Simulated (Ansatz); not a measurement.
The system is Ta3AsAu2O13.

```
Ta As Au O
1.0
     6.43030   -1.94333   -0.00483
     6.43030    1.94333   -0.00483
    -2.54785    0.00000   10.68617
Ta As Au O
3 1 2 13
Direct
  0.42174 0.42174 0.35289
  0.60514 0.60514 0.67616
  0.33575 0.33575 0.98865
  0.62199 0.62199 0.00347
  0.71608 0.71608 0.34780
  0.30523 0.30523 0.63263
  0.69967 0.69967 0.15479
  0.56266 0.56266 0.34673
  0.27377 0.27377 0.44492
  0.32994 0.32994 0.81777
  0.48263 0.48263 0.55126
  0.75351 0.75351 0.62745
  0.36278 0.36278 0.18289
  0.87969 0.87969 0.36594
  0.57427 0.57427 0.83568
  0.11671 0.11671 0.67068
  0.49325 0.49325 0.03078
  0.16601 0.16601 0.98717
  0.79918 0.79918 0.98234
```

The cell was built by a generator and needn't be a form met in nature.

Base run:

| Quantity | Value |
| --- | --- |
| Program | Ansatz 0.2.0 |
| Functional | PBE |
| Potentials or basis | Ansatz PAW |
| Cutoff | 420 eV (not typed: the program's choice for these potentials) |
| k mesh | 7 × 7 × 3 |
| Occupations | fermi-dirac, width 0.05 eV |
| Spin | no spin polarisation |
| Hubbard terms | Au d U = 2 eV, Ta d U = 2 eV |

Its results: band gap on the k mesh 0.09 eV, indirect (least direct gap 0.10 eV); pressure 0.7 GPa; largest force 0.279 eV/Å.

**Question.** The run is repeated on the same cell with these changes: hubbard terms from Au d U = 2 eV, Ta d U = 2 eV to Au d U = 8 eV, Ta d U = 8 eV. What comes out?

**Answer.** Band gap on the k mesh 0.18 eV, indirect (least direct gap 0.35 eV); pressure 3.2 GPa; largest force 0.880 eV/Å.

Caveats: odd divisions of the mesh miss points on the zone boundary, where band edges often lie, so the gap on the mesh can be too wide; spin-orbit coupling is left out, which moves the levels of the heavy elements; the density of states is complete only up to the lowest level of the last band computed.

A k mesh can miss the band edges.
